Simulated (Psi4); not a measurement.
# GeH2O2 (SMILES [OH][Ge][OH]) at B3LYP/def2-SVPD

Aim: the vertical singlet–triplet gap of GeH2O2 at B3LYP/def2-SVPD, from 2 runs. 

The results are computed with Psi4 1.11.

## (1) The system as given

GeH2O2: 5 atoms, total charge 0, spin state singlet. As SMILES, `[OH][Ge][OH]`. The shape is that of a PBE0-D4/def2-TZVP optimisation. This is one conformer, not always the lowest.

Bond lengths: O1–Ge2 1.790 Å, Ge2–O3 1.790 Å, O1–H4 0.961 Å, O3–H5 0.961 Å. Angles: O1–Ge2–O3 102.4°, Ge2–O1–H4 118.8°, Ge2–O3–H5 118.8°.

## (2) Energy and forces at B3LYP/def2-SVPD

geh2o2.xyz

```xyz
5
GeH2O2
O     -1.341000    -0.099500    -0.377400
Ge    -0.316400    -0.895800     0.855300
O      1.281900    -0.142300     0.570200
H     -0.940900     0.550800    -0.961500
H      1.366400     0.513200    -0.127900
```

calc.py

```python
import psi4

psi4.set_memory(1600000000)
psi4.set_num_threads(1)
psi4.core.set_output_file('geh2o2.out', False)

with open('geh2o2.xyz') as f:
    atoms = ''.join(f.readlines()[2:])
geom = psi4.geometry('0 1\n' + atoms + 'symmetry c1')

psi4.set_options({
    'basis': 'def2-SVPD',
    'reference': 'rks',
    'puream': True,
    'e_convergence': 1e-09,
    'd_convergence': 1e-08,
    'scf_type': 'pk',
    'dft_radial_points': 99,
    'dft_spherical_points': 590,
})

E, wfn = psi4.gradient('b3lyp', return_wfn=True)
print('gradient / Eh bohr^-1')
print(E.np.round(6))
print(f'energy = {wfn.energy():.10f} Eh')
```

On the command line:

```console
$ python calc.py
```

geh2o2.out:

```text
[...]
  Running in c1 symmetry.
[...]
  Nuclear repulsion =  189.662083617986980
[...]
  Multiplicity = 1
[...]
  Nalpha       = 25
  Nbeta        = 25
[...]
    Number of basis functions: 100
[...]
   @RKS iter   1: -2227.09557775660733   -2.49144e+00   2.42307e-02 ADIIS/DIIS
[...]
   @RKS iter  12: -2228.39233683021121    9.09495e-13   6.77471e-10 DIIS
[...]
    Orbital Energies [Eh]
    ---------------------
    Doubly Occupied:
       1A   -398.725759     2A    -49.788020     3A    -44.323559
       4A    -44.322090     5A    -44.320966     6A    -19.151457
       7A    -19.151426     8A     -6.238938     9A     -4.415602
      10A     -4.412076    11A     -4.407501    12A     -1.239705
      13A     -1.238086    14A     -1.236189    15A     -1.232379
      16A     -1.229263    17A     -0.994715    18A     -0.967588
      19A     -0.570111    20A     -0.511133    21A     -0.415174
      22A     -0.361994    23A     -0.335700    24A     -0.329292
      25A     -0.290312
[...]
  @RKS Final Energy: -2228.39233683021121
   => Energetics <=
    Nuclear Repulsion Energy =            189.6620836179869798
    One-Electron Energy =               -3480.5931203686222943
    Two-Electron Energy =                1140.6534828819542327
    DFT Exchange-Correlation Energy =     -78.1147829615297411
    Empirical Dispersion Energy =           0.0000000000000000
    VV10 Nonlocal Energy =                  0.0000000000000000
    Total Energy =                      -2228.3923368302107519
[...]
 Multipole Moments:
 ------------------------------------------------------------------------------------
     Multipole            Electronic (a.u.)      Nuclear  (a.u.)        Total (a.u.)
 ------------------------------------------------------------------------------------
 L = 1.  Multiply by 2.5417464519 to convert [e a0] to [Debye]
 Dipole X            :         -1.5690495            1.7056874            0.1366380
 Dipole Y            :         -4.2372470            4.6044356            0.3671887
 Dipole Z            :          4.1509571           -4.5127509           -0.3617937
 Magnitude           :                                                    0.5332843
[...]
  -Total Gradient:
     Atom            X                  Y                   Z
    ------   -----------------  -----------------  -----------------
       1        0.006229217367    -0.002415840736     0.004844129858
       2        0.004646287427     0.012554955091    -0.012336788944
       3       -0.007938943381    -0.002183518940    -0.000275994922
       4       -0.000246126392    -0.003984437596     0.004311230618
       5       -0.002677582789    -0.003936317034     0.003423607138
[...]
```

On the terminal:

```text
gradient / Eh bohr^-1
[[ 0.006229 -0.002416  0.004844]
 [ 0.004646  0.012555 -0.012337]
 [-0.007939 -0.002184 -0.000276]
 [-0.000246 -0.003984  0.004311]
 [-0.002678 -0.003936  0.003424]]
energy = -2228.3923368302 Eh
```

Run time: 14 s. Hardware: 1 thread of Intel Xeon 6975P-C (Granite Rapids), shared host; peak memory 0.78 GiB.

## (3) The triplet, same level

job.json

```json
{
 "schema_name": "qcschema_input",
 "schema_version": 1,
 "molecule": {
  "schema_name": "qcschema_molecule",
  "schema_version": 2,
  "symbols": ["O", "Ge", "O", "H", "H"],
  "geometry": [-2.53412273, -0.18802775, -0.71318264, -0.59790935, -1.69281666, 1.61628275, 2.42243992, -0.26890803, 1.07752184, -1.77804331, 1.04086115, -1.81697167, 2.58212178, 0.96980745, -0.24169597],
  "molecular_charge": 0,
  "molecular_multiplicity": 3,
  "fix_symmetry": "c1",
  "fix_com": true,
  "fix_orientation": true
 },
 "driver": "gradient",
 "model": {
  "method": "b3lyp",
  "basis": "def2-SVPD"
 },
 "keywords": {
  "reference": "uks",
  "puream": true,
  "e_convergence": 1e-09,
  "d_convergence": 1e-08,
  "scf_type": "pk",
  "dft_radial_points": 99,
  "dft_spherical_points": 590,
  "maxiter": 200,
  "scf_properties": ["DIPOLE", "MULLIKEN_CHARGES", "QUADRUPOLE"]
 }
}
```

On the command line:

```console
$ psi4 --qcschema job.json -n 1 --memory 1600MB
```

stdout:

```text
[...]
  Running in c1 symmetry.
[...]
  Nuclear repulsion =  189.662083848002680
[...]
  Multiplicity = 3
[...]
  Nalpha       = 26
  Nbeta        = 24
[...]
    Number of basis functions: 100
[...]
   @UKS iter   1: -2226.96437243621676   -2.36024e+00   2.40632e-02 DIIS/ADIIS
[...]
   @UKS iter  13: -2228.24860230608556   -5.45697e-12   3.34616e-09 DIIS
[...]
   @S^2 Observed:                2.002012139E+00
[...]
  @UKS Final Energy: -2228.24860230608556
   => Energetics <=
    Nuclear Repulsion Energy =            189.6620838480026805
    One-Electron Energy =               -3479.6294896232611791
    Two-Electron Energy =                1139.8233726692312757
    DFT Exchange-Correlation Energy =     -78.1045692000579663
    Empirical Dispersion Energy =           0.0000000000000000
    VV10 Nonlocal Energy =                  0.0000000000000000
    Total Energy =                      -2228.2486023060855587
[...]
 Multipole Moments:
 ------------------------------------------------------------------------------------
     Multipole            Electronic (a.u.)      Nuclear  (a.u.)        Total (a.u.)
 ------------------------------------------------------------------------------------
 L = 1.  Multiply by 2.5417464519 to convert [e a0] to [Debye]
 Dipole X            :         19.3151245          -19.2224832            0.0926413
 Dipole Y            :         56.0638897          -55.8149508            0.2489390
 Dipole Z            :        -52.8223708           52.5770940           -0.2452768
 Magnitude           :                                                    0.3615435
 L = 2.  Multiply by 1.3450342976 to convert [e a0^2] to [Debye ang]
 Quadrupole XX       :       -144.7566481          119.5885952          -25.1680529
 Quadrupole XY       :        -30.4002847           31.6428686            1.2425839
[...]
  Mulliken Charges: (a.u.)
   Center  Symbol    Alpha    Beta     Spin     Total
       1     O     4.37389  4.24220  0.13168 -0.61609
       2    GE    16.35968 14.64056  1.71912  0.99976
       3     O     4.37389  4.24220  0.13169 -0.61609
       4     H     0.44627  0.43752  0.00875  0.11621
       5     H     0.44627  0.43752  0.00875  0.11621
   Total alpha = 26.00000, Total beta = 24.00000, Total charge = -0.00000
[...]
  -Total Gradient:
     Atom            X                  Y                   Z
    ------   -----------------  -----------------  -----------------
       1        0.030959618068     0.004488323345     0.005588120451
       2       -0.002998040754    -0.008007980535     0.007893284578
       3       -0.027225738927     0.005440773106    -0.015433402987
       4       -0.007387338976    -0.000832234406    -0.001573608402
       5        0.006663998586    -0.001055000375     0.003492722371
[...]
```

The result, in JSON:

```text
{
 "driver": "gradient",
 "model": {
  "method": "b3lyp",
  "basis": "def2-SVPD"
 },
 "success": true,
 "return_result": [0.030959618068187478, 0.004488323345446438, 0.005588120451153436, -0.002998040753852148, -0.008007980535387538, 0.00789328457797217, -0.027225738926859706, 0.005440773105912927, -0.015433402986575057, -0.007387338975765087, -0.0008322344059859543, -0.0015736084022850427, 0.006663998585971789, -0.0010550003747634151, 0.003492722371062046],
 "properties": {
  "calcinfo_nbasis": 100,
  "calcinfo_nmo": 100,
  "calcinfo_nalpha": 26,
  "calcinfo_nbeta": 24,
  "calcinfo_natom": 5,
  "nuclear_repulsion_energy": 189.66208384800268,
  "return_energy": -2228.2486023060856,
  "return_gradient": [0.030959618068187478, 0.004488323345446438, 0.005588120451153436, -0.002998040753852148, -0.008007980535387538, 0.00789328457797217, -0.027225738926859706, 0.005440773105912927, -0.015433402986575057, -0.007387338975765087, -0.0008322344059859543, -0.0015736084022850427, 0.006663998585971789, -0.0010550003747634151, 0.003492722371062046],
  "scf_one_electron_energy": -3479.629489623261,
  "scf_two_electron_energy": 1139.8233726692313,
  "scf_xc_energy": -78.10456920005797,
  "scf_dipole_moment": [0.09264132072534181, 0.24893895037519798, -0.24527680898926008],
  "scf_total_energy": -2228.2486023060856,
  "scf_total_gradient": [0.030959618068187478, 0.004488323345446438, 0.005588120451153436, -0.002998040753852148, -0.008007980535387538, 0.00789328457797217, -0.027225738926859706, 0.005440773105912927, -0.015433402986575057, -0.007387338975765087, -0.0008322344059859543, -0.0015736084022850427, 0.006663998585971789, -0.0010550003747634151, 0.003492722371062046],
  "scf_iterations": 13
 }
}
```

Wall time 20 s (1 thread of Intel Xeon 6975P-C (Granite Rapids), shared host); peak memory 0.78 GiB.

## (4) Summary of results

Level: B3LYP/def2-SVPD.

```
                                        quantity           value
                           singlet: total energy  -2228.39234 Eh
                          singlet: dipole moment          1.36 D
                            singlet: HOMO energy        -7.90 eV
                            singlet: LUMO energy        -1.90 eV
                          singlet: HOMO–LUMO gap         6.00 eV
               singlet: largest force on an atom      0.936 eV/Å
                           triplet: total energy  -2228.24860 Eh
                          triplet: dipole moment          0.92 D
     triplet: HOMO energy (highest over α and β)        -4.18 eV
                                   triplet: ⟨S²⟩           2.002
               triplet: largest force on an atom      1.634 eV/Å
vertical energy of the triplet above the singlet        3.911 eV
```

**Reading.** At this shape the triplet lies 3.91 eV (377 kJ/mol) above the singlet. The largest force (singlet) is 0.94 eV/Å: the shape isn't a stationary point for this species at this level.
